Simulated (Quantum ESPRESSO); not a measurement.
# Sb in Quantum ESPRESSO: a series of runs, part 3 of 3

Quantum ESPRESSO 7.5. Earlier steps stand in the parts before.

**4. Work function, PBE**

Input file pw.in:

```
&CONTROL
  calculation = 'scf'
  prefix = 'pwscf'
  outdir = './tmp'
  pseudo_dir = './pseudo'
  tprnfor = .true.
  disk_io = 'low'
/
&SYSTEM
  ibrav = 0
  celldm(1) = 8
  nat = 2
  ntyp = 1
  ecutwfc = 80
  nbnd = 22
  occupations = 'smearing'
  smearing = 'fd'
  degauss = 0.00367493
/
&ELECTRONS
  conv_thr = 2d-09
  electron_maxstep = 150
  mixing_beta = 0.3
  mixing_mode = 'local-TF'
/
ATOMIC_SPECIES
Sb   121.7600 Sb.upf
CELL_PARAMETERS alat
  0.7401443069169   0.0000000000000   0.0000000000000
  0.0000000000000   0.7401443069169   0.0000000000000
  0.0000000000000   0.0000000000000   7.4077264085330
ATOMIC_POSITIONS crystal
Sb     0.0000000000    0.0000000000    0.2420100000
Sb     0.0000000000    0.0000000000    0.3319700000
K_POINTS automatic
9 9 1 0 0 0
```

Input file pp_density.in:

```
&INPUTPP
  prefix = 'pwscf'
  outdir = './tmp'
  filplot = 'density.dat'
  plot_num = 0
/
&PLOT
  nfile = 1
  filepp(1) = 'density.dat'
  iflag = 3
  output_format = 6
  fileout = 'density.cube'
/
```

Input file pp_potential.in:

```
&INPUTPP
  prefix = 'pwscf'
  outdir = './tmp'
  filplot = 'potential.dat'
  plot_num = 11
/
&PLOT
  nfile = 1
  filepp(1) = 'potential.dat'
  iflag = 3
  output_format = 6
  fileout = 'potential.cube'
/
```

Input file pp_elf.in:

```
&INPUTPP
  prefix = 'pwscf'
  outdir = './tmp'
  filplot = 'elf.dat'
  plot_num = 8
/
&PLOT
  nfile = 1
  filepp(1) = 'elf.dat'
  iflag = 3
  output_format = 6
  fileout = 'elf.cube'
/
```

Potentials or basis: PseudoDojo 0.4.1 SR PBE standard.

On the command line:

```console
> OMP_NUM_THREADS=1 mpirun -n 2 pw.x -nk 2 -in pw.in > pw.out
> OMP_NUM_THREADS=1 mpirun -n 1 pp.x -in pp_density.in > pp_density.out
> OMP_NUM_THREADS=1 mpirun -n 1 pp.x -in pp_potential.in > pp_potential.out
> OMP_NUM_THREADS=1 mpirun -n 1 pp.x -in pp_elf.in > pp_elf.out
```

pw.out:

```text
This program is part of the open-source Quantum ESPRESSO suite
     for quantum simulation of materials; please cite
[... 6 lines left out ...]
     using ibrav=0 with symmetry is DISCOURAGED, use correct ibrav instead

     K-points division:     npool     =       2
     Subspace diagonalization in iterative solution of the eigenvalue problem:
     a serial algorithm will be used

     G-vector sticks info
     --------------------
     sticks:   dense  smooth     PW     G-vecs:    dense   smooth      PW
     Sum         885     885    261               200789   200789   30993

     Using Slab Decomposition

     bravais-lattice index     =            0
     lattice parameter (alat)  =       8.0000  a.u.
     unit-cell volume          =    2077.7233 (a.u.)^3
     number of atoms/cell      =            2
     number of atomic types    =            1
     number of electrons       =        30.00
     number of Kohn-Sham states=           22
     kinetic-energy cutoff     =      80.0000  Ry
     charge density cutoff     =     320.0000  Ry
     scf convergence threshold =      2.0E-09
     mixing beta               =       0.3000
     number of iterations used =            8  local-TF  mixing
     Exchange-correlation= PBE
                           (   1   4   3   4   0   0   0)

     celldm(1)=   8.000000  celldm(2)=   0.000000  celldm(3)=   0.000000
     celldm(4)=   0.000000  celldm(5)=   0.000000  celldm(6)=   0.000000

     crystal axes: (cart. coord. in units of alat)
               a(1) = (   0.740144   0.000000   0.000000 )
               a(2) = (   0.000000   0.740144   0.000000 )
               a(3) = (   0.000000   0.000000   7.407726 )

     reciprocal axes: (cart. coord. in units 2 pi/alat)
               b(1) = (  1.351088  0.000000  0.000000 )
               b(2) = (  0.000000  1.351088  0.000000 )
               b(3) = (  0.000000  0.000000  0.134994 )

     PseudoPot. # 1 for Sb read from file:
     Sb.upf
     Pseudo is Norm-conserving + core correction, Zval = 15.0
     Generated using ONCVPSP code by D. R. Hamann
     Using radial grid of 1434 points,  6 beta functions with:
                l(1) =   0
                l(2) =   0
                l(3) =   1
                l(4) =   1
                l(5) =   2
                l(6) =   2

     atomic species   valence    mass     pseudopotential
     Sb               15.00   121.76000     Sb( 1.00)

      8 Sym. Ops. (no inversion) found

   Cartesian axes

     site n.     atom                  positions (alat units)
         1        Sb     tau(   1) = (   0.0000000   0.0000000   1.7927439  )
         2        Sb     tau(   2) = (   0.0000000   0.0000000   2.4591429  )

     number of k points=    15  Fermi-Dirac smearing, width (Ry)=  0.0037
                       cart. coord. in units 2pi/alat
        k(    1) = (   0.0000000   0.0000000   0.0000000), wk =   0.0246914
        k(    2) = (   0.0000000   0.1501209   0.0000000), wk =   0.0987654
        k(    3) = (   0.0000000   0.3002418   0.0000000), wk =   0.0987654
        k(    4) = (   0.0000000   0.4503626   0.0000000), wk =   0.0987654
        k(    5) = (   0.0000000   0.6004835   0.0000000), wk =   0.0987654
        k(    6) = (   0.1501209   0.1501209   0.0000000), wk =   0.0987654
        k(    7) = (   0.1501209   0.3002418   0.0000000), wk =   0.1975309
        k(    8) = (   0.1501209   0.4503626   0.0000000), wk =   0.1975309
        k(    9) = (   0.1501209   0.6004835   0.0000000), wk =   0.1975309
        k(   10) = (   0.3002418   0.3002418   0.0000000), wk =   0.0987654
        k(   11) = (   0.3002418   0.4503626   0.0000000), wk =   0.1975309
        k(   12) = (   0.3002418   0.6004835   0.0000000), wk =   0.1975309
        k(   13) = (   0.4503626   0.4503626   0.0000000), wk =   0.0987654
        k(   14) = (   0.4503626   0.6004835   0.0000000), wk =   0.1975309
        k(   15) = (   0.6004835   0.6004835   0.0000000), wk =   0.0987654

     Dense  grid:   200789 G-vectors     FFT dimensions: (  36,  36, 360)

     Initial potential from superposition of free atoms

     starting charge      29.9989, renormalised to      30.0000

     negative rho (up, down):  1.852E-05 0.000E+00
     Starting wfcs are   18 randomized atomic wfcs +    4 random wfcs

     Self-consistent Calculation

     iteration #  1     ecut=    80.00 Ry     beta= 0.30
     Davidson diagonalization with overlap
     ethr =  1.00E-02,  avg # of iterations =  8.1

     Threshold (ethr) on eigenvalues was too large:
     Diagonalizing with lowered threshold

     Davidson diagonalization with overlap
     ethr =  5.11E-05,  avg # of iterations = 10.5

     total energy              =    -363.79803059 Ry
     estimated scf accuracy    <       0.01543961 Ry

     iteration #  2     ecut=    80.00 Ry     beta= 0.30
     Davidson diagonalization with overlap
     ethr =  5.15E-05,  avg # of iterations =  1.7

     negative rho (up, down):  1.711E-06 0.000E+00

     total energy              =    -363.79522246 Ry
     estimated scf accuracy    <       0.01075641 Ry

     iteration #  3     ecut=    80.00 Ry     beta= 0.30
     Davidson diagonalization with overlap
     ethr =  3.59E-05,  avg # of iterations =  6.1

     total energy              =    -363.79588510 Ry
     estimated scf accuracy    <       0.00114696 Ry

     iteration #  4     ecut=    80.00 Ry     beta= 0.30
     Davidson diagonalization with overlap
     ethr =  3.82E-06,  avg # of iterations =  7.5

     total energy              =    -363.79570465 Ry
     estimated scf accuracy    <       0.00064805 Ry

     iteration #  5     ecut=    80.00 Ry     beta= 0.30
     Davidson diagonalization with overlap
     ethr =  2.16E-06,  avg # of iterations =  5.6
[... 87 lines left out ...]
     iteration # 15     ecut=    80.00 Ry     beta= 0.30
     Davidson diagonalization with overlap
     ethr =  1.08E-10,  avg # of iterations =  4.1

     negative rho (up, down):  6.349E-06 0.000E+00

     total energy              =    -363.79575557 Ry
     estimated scf accuracy    <          9.0E-09 Ry

     iteration # 16     ecut=    80.00 Ry     beta= 0.30
     Davidson diagonalization with overlap
     ethr =  3.00E-11,  avg # of iterations =  5.5

     negative rho (up, down):  9.228E-06 0.000E+00

     total energy              =    -363.79575558 Ry
     estimated scf accuracy    <          3.1E-09 Ry

     iteration # 17     ecut=    80.00 Ry     beta= 0.30
     Davidson diagonalization with overlap
     ethr =  1.02E-11,  avg # of iterations =  2.8

     End of self-consistent calculation

          k = 0.0000 0.0000 0.0000 ( 25101 PWs)   bands (ev):

   -30.2311 -30.2180 -30.2089 -30.0967 -30.0967 -30.0613 -30.0557 -30.0349
   -30.0343 -30.0343 -13.2321 -11.2435  -5.1452  -0.9137   2.1977   2.1977
     2.2414   2.6949   2.7635   3.2643   3.4605   3.7960

          k = 0.0000 0.1501 0.0000 ( 25139 PWs)   bands (ev):

   -30.2285 -30.2034 -30.1968 -30.1025 -30.0962 -30.0660 -30.0603 -30.0390
   -30.0339 -30.0294 -13.0606 -11.0691  -4.9807  -0.7370   0.3983   2.0666
     2.3638   2.4249   2.8856   2.9521   3.4537   3.6476

          k = 0.0000 0.3002 0.0000 ( 25135 PWs)   bands (ev):

   -30.2260 -30.1696 -30.1624 -30.1172 -30.0951 -30.0779 -30.0719 -30.0510
   -30.0330 -30.0119 -12.5608 -10.5567  -4.5192  -2.2355  -0.5940  -0.1955
     2.8290   2.9608   3.4409   3.5163   4.0093   4.2009

          k = 0.0000 0.4504 0.0000 ( 25157 PWs)   bands (ev):

   -30.2238 -30.1451 -30.1340 -30.1146 -30.0938 -30.0914 -30.0851 -30.0645
   -30.0319 -29.9855 -11.8066  -9.7663  -4.6243  -3.7591  -2.9256   0.5755
     3.4699   3.5027   4.2834   4.3357   4.5037   4.9016

          k = 0.0000 0.6005 0.0000 ( 25136 PWs)   bands (ev):

   -30.2225 -30.1447 -30.1328 -30.1003 -30.0937 -30.0928 -30.0835 -30.0734
   -30.0312 -29.9643 -11.0829  -8.9696  -6.1026  -4.5284  -3.2112   1.3686
     2.5328   3.9958   4.9106   5.2946   5.7888   5.8708
[... 39 lines left out ...]
   -30.1871 -30.1425 -30.1206 -30.1133 -30.1128 -30.0726 -30.0716 -30.0568
   -30.0476 -29.9619 -10.4041  -8.2663  -5.4734  -3.9040  -2.6147  -0.2397
     1.3636   2.1707   3.2041   5.1152   5.5514   6.0571

          k = 0.4504 0.4504 0.0000 ( 25040 PWs)   bands (ev):

   -30.1744 -30.1305 -30.1298 -30.1266 -30.1193 -30.0619 -30.0615 -30.0519
   -30.0459 -29.9706 -10.3701  -8.2669  -3.4263  -3.2453  -2.3075  -1.8981
    -1.2651   2.0688   4.3517   4.7135   5.8897   5.9228

          k = 0.4504 0.6005 0.0000 ( 25004 PWs)   bands (ev):

   -30.1675 -30.1407 -30.1370 -30.1292 -30.1289 -30.0703 -30.0608 -30.0257
   -30.0246 -29.9583  -9.6291  -7.4360  -4.8125  -3.2546  -2.7498  -1.7849
    -0.9564   2.8578   3.0505   4.0190   4.7544   6.2013

          k = 0.6005 0.6005 0.0000 ( 24984 PWs)   bands (ev):

   -30.1585 -30.1479 -30.1396 -30.1395 -30.1394 -30.0695 -30.0694 -30.0015
   -29.9965 -29.9527  -8.8619  -6.5484  -4.2769  -4.1960  -2.7661  -2.5905
    -1.3271   1.7757   3.4948   3.6355   4.8551   5.1304

     the Fermi energy is    -0.9483 ev

!    total energy              =    -363.79575557 Ry
     estimated scf accuracy    <          3.7E-10 Ry
     smearing contrib. (-TS)   =      -0.00091764 Ry
     internal energy E=F+TS    =    -363.79483793 Ry

     The total energy is F=E-TS. E is the sum of the following terms:
     one-electron contribution =   -2365.49313212 Ry
     hartree contribution      =    1186.10260649 Ry
     xc contribution           =     -90.93085281 Ry
     ewald contribution        =     906.52654052 Ry

     convergence has been achieved in  17 iterations

     Forces acting on atoms (cartesian axes, Ry/au):

     atom    1 type  1   force =     0.00000000    0.00000000   -0.00208905
     atom    2 type  1   force =     0.00000000    0.00000000    0.00208905

     Total force =     0.002954     Total SCF correction =     0.000026

=------------------------------------------------------------------------------=
   JOB DONE.
=------------------------------------------------------------------------------=
```

It took 2.9 min on 2 MPI ranks of Arm Neoverse V1, shared host; peak memory 0.76 GiB.

Results:

```
Free energy                     : -4949.6934 eV
Largest force                   : 0.054 eV/Å
Band gap on the k mesh          : none (metal or under the smearing width)
Work function of the upper face : 3.71 eV
Work function of the lower face : 3.71 eV
```

Forces in eV/Å, atoms in the order of the input:
```
Sb   0.000  0.000 -0.054
Sb   0.000  0.000  0.054
```

Spin-orbit coupling is left out, which matters for the levels of Sb.
